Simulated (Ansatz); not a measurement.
# CCl₂FGeNO: ionisation energy by level of theory

An exercise on one series of results from a longer session: the logs are not shown, and one member is left open.

Computed with Ansatz 0.2.0, Gaussian basis. Level: unrestricted cation, the program's frozen cores in correlated methods.

The runs, in order: UKS PBE-D4/def2-TZVPP; UKS r2SCAN-D4/def2-TZVPP; UKS PBE0-D4/def2-TZVPP; UKS B3LYP-D4/def2-TZVPP; UKS wB97X-V/def2-TZVPP; UKS wB97M-V/def2-TZVPP; then −ε(HOMO) from the neutral's earlier runs with LDA (SPW92), PBE-D4, revPBE-D4, BLYP-D4, r2SCAN-D4, B97M-V, PBE0-D4, B3LYP-D4, r2SCANh-D4, r2SCAN0-D4, HSE06-D4, BHLYP-D4, CAM-B3LYP-D4, LC-ωPBE, ωB97X-V, ωB97M-V.

### The relaxed structure

The geometry comes from an earlier relaxation with PBE0-D4 in a triple-zeta def2 set; it is a stationary point, not always the lowest conformer.

SMILES `O=C=[N][Ge]([F])([Cl])[Cl]`, 7 atoms, charge 0, spin multiplicity 1.

Atoms are counted from 1 here; the program's logs count them from 0.

Bond lengths: O1–C2 1.158 Å, C2–N3 1.207 Å, N3–Ge4 1.793 Å, Ge4–F5 1.706 Å, Ge4–Cl6 2.108 Å, Ge4–Cl7 2.108 Å. Angles: O1–C2–N3 175.8°, C2–N3–Ge4 136.7°, N3–Ge4–F5 105.7°, N3–Ge4–Cl6 111.8°, N3–Ge4–Cl7 111.8°, F5–Ge4–Cl6 108.1°, F5–Ge4–Cl7 108.1°, Cl6–Ge4–Cl7 111.2°.

The first run:

Contents of in.yaml:

```yaml
crystal:
  periodic: [false, false, false]
  atoms:
    - {symbol: O, position_ang: [-2.260434, 1.297316, 1.380033]}
    - {symbol: C, position_ang: [-1.598896, 0.608669, 0.725544]}
    - {symbol: N, position_ang: [-0.983129, -0.152316, 0.018758]}
    - {symbol: Ge, position_ang: [0.731597, -0.411500, -0.436554]}
    - {symbol: F, position_ang: [0.727100, -1.732471, -1.516743]}
    - {symbol: Cl, position_ang: [1.912191, -0.933923, 1.229697]}
    - {symbol: Cl, position_ang: [1.532770, 1.256226, -1.446534]}
basis:
  gaussian: {orbitals: def2-TZVPP}
total_charge: 1
magnetization: {spin_polarized: true, initial_magnetization: 1}
hamiltonian: {xc: pbe, dispersion: d4}
```

Launch:

```
$ ansatz run in.yaml --threads 2 --pin off --events-out ev --progress --plain --max-ram 32768MiB --backend cpu
```

Steps of the session up to this table: Cation, UKS PBE-D4/def2-TZVPP; Cation, UKS r2SCAN-D4/def2-TZVPP; Cation, UKS PBE0-D4/def2-TZVPP; Cation, UKS B3LYP-D4/def2-TZVPP; Cation, UKS wB97X-V/def2-TZVPP; Cation, UKS wB97M-V/def2-TZVPP.

One table of the session follows, with a row left open; its other results are not shown here.

Orbital estimates, from the neutral's runs:

```
  functional  −ε(HOMO) (eV)
 LDA (SPW92)           8.28
      PBE-D4           8.05
   revPBE-D4           7.97
     BLYP-D4           7.90
   r2SCAN-D4           8.41
      B97M-V           8.42
     PBE0-D4           9.51
    B3LYP-D4           9.23
  r2SCANh-D4           8.95
  r2SCAN0-D4           9.76
    HSE06-D4           9.11
    BHLYP-D4          10.84
CAM-B3LYP-D4          10.88
     LC-ωPBE              ?
     ωB97X-V          11.86
     ωB97M-V          11.74
```

Estimate the missing values for LC-ωPBE.

**Answer.** −ε(HOMO) (eV): 12.25. In the column «−ε(HOMO) (eV)» it is the highest.
